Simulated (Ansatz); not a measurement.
Set up this calculation in Ansatz 0.2.0, as the native input.

```yaml
Task: relaxation of cell and atoms
Functional: PBE
Potentials_or_basis: Ansatz PAW
Cutoff: "420 eV (not typed: the program's choice for these potentials)"
k_mesh: 7 × 7 × 6
Occupations: fermi-dirac, width 0.05 eV
Spin: collinear spin, ferromagnetic start
Starting_moments: "[0.0, 0.0, 3.0] μB"
Target_pressure: 5 GPa
Target_pressure_GPa: 5
```

The system is LaFeGe.

```
CELL_PARAMETERS angstrom
4.23181 0.00000 0.00000
-2.11590 3.66485 0.00000
0.00000 0.00000 4.28578
ATOMIC_POSITIONS crystal
La 0.00000 0.00000 0.00000
Ge 0.66667 0.33333 0.50000
Fe 0.33333 0.66667 0.50000
```

The cell comes from a database or a generator and needn't be the stable form of this composition.

One way to write it, as run:

input.yaml

```yaml
crystal:
  lattice:
    - [4.2318077991, 0.0, 0.0]
    - [-2.1159038996, 3.664853058, 0.0]
    - [0.0, 0.0, 4.285784]
  atoms:
    - { symbol: La, position: [0.0, 0.0, 0.0] }
    - { symbol: Ge, position: [0.6666666667, 0.3333333333, 0.5] }
    - { symbol: Fe, position: [0.3333333333, 0.6666666667, 0.5], spin: 3.0 }
hamiltonian:
  xc: pbe
  pseudopotentials: { kind: paw }
magnetization:
  spin_polarized: true
kpoints:
  mp_grid: { grid: [7, 7, 6] }
scf:
  occupations: { method: fermi_dirac, width: 0.05 }
output:
  forces: true
  stress: true
  eigenvalues: true
  write_density: true
  write_potential: true
  elf: true
  volumetric_format: npy
relax:
  f_tol: 0.01
  max_steps: 40
  cell: { stress_tol: 0.05, p_target: 5.0 }
```

Potentials or basis: Ansatz PAW.

Run with:

```bash
$ ansatz run input.yaml --threads 2 --pin off --max-ram 5632MiB --backend cpu --events-out ev --progress --plain --runs-dir out
```

Results of the run:

- Relaxed volume: 20.56 Å³/atom
- Relaxed cell: a = 4.166 Å, b = 4.166 Å, c = 4.103 Å, α = 90.00°, β = 90.00°, γ = 120.00°
- Space group after relaxing (to 0.05 Å): P-6m2 (No. 187)
- Energy change on relaxing (the enthalpy is what falls): +21.9 meV/atom
- Ionic steps: 5
- Pressure after relaxing: 5.0 GPa
- Band gap on the k mesh: none (metal or under the smearing width)
- Net moment: 1.62 μB per cell
- Absolute moment: 2.12 μB per cell
- Site moments: La -0.07; Ge -0.02; Fe +1.73 μB

Caveat: the plane-wave basis is chosen anew once the cell has moved, so the energies of steps on either side of that aren't comparable.

It took 80 s on 2 threads of Intel(R) Xeon(R) Platinum 8488C (Sapphire Rapids) (shared host), peak memory 0.56 GiB.
